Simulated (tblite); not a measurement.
# C4H14N2OSi2: the cost of one run

Computed with tblite 0.8.0 and PySCF 2.14.0, with density-fitted response routines of our own, on a single molecule in the gas phase. Atoms count from 0, in the outputs and in this text.

### 1 The molecule as given

23 atoms, charge 0, multiplicity 1; geometry from: force field or distance geometry start.

Bonds of the start (Å): C0–C1 1.32, C1–Si2 1.85, Si2–O3 1.71, O3–Si4 1.69, Si4–N5 1.81, Si2–N6 1.80, N6–C7 1.47, N6–C8 1.45, C0–H9 1.07, C0–H10 1.09, C1–H11 1.07, Si2–H12 1.48, Si4–H13 1.47, Si4–H14 1.49, N5–H15 1.03, N5–H16 1.02, C7–H17 1.11, C7–H18 1.10, C7–H19 1.10, C8–H20 1.09, C8–H21 1.11, C8–H22 1.14.

### 2 Geometry optimisation with GFN2-xTB

The job: settings as JSON, then the geometry in Å.

```
{"job": {"kind": "relax", "xc": "GFN2-xTB", "basis": "xTB"}, "charge": 0, "multiplicity": 1}
C      0.584700     3.042800     0.384200
C      0.318400     1.957900    -0.328200
Si     0.283700     0.350300     0.583400
O     -0.858500    -0.722300    -0.111800
Si    -2.435100    -0.122100    -0.227500
N     -3.512600    -1.348100     0.549200
N      1.882200    -0.464600     0.409300
C      1.604400    -1.887800     0.653400
C      2.190300    -0.378600    -1.005500
H      0.740000     2.986800     1.441500
H      0.612500     4.019700    -0.106800
H      0.141300     1.950800    -1.386100
H      0.062300     0.604800     2.020500
H     -2.607200     1.174400     0.435900
H     -2.742800    -0.017000    -1.681600
H     -3.150700    -2.276400     0.301700
H     -4.479500    -1.167800     0.290300
H      0.694200    -2.008300     1.271200
H      2.456200    -2.357400     1.177300
H      1.415900    -2.437200    -0.284900
H      3.081600    -0.939400    -1.294800
H      1.327700    -0.662800    -1.643400
H      2.386200     0.729400    -1.164400
```

Launch:

```
> OMP_NUM_THREADS=1 python probes_run.py task.json out
```

The driver reads the jobs from task.json and runs them one after another.

Q: Estimate the wall time and peak memory of this first job on 1 thread of Arm Neoverse N1, shared host.

About 3.3 s, with a peak of 0.18 GiB.
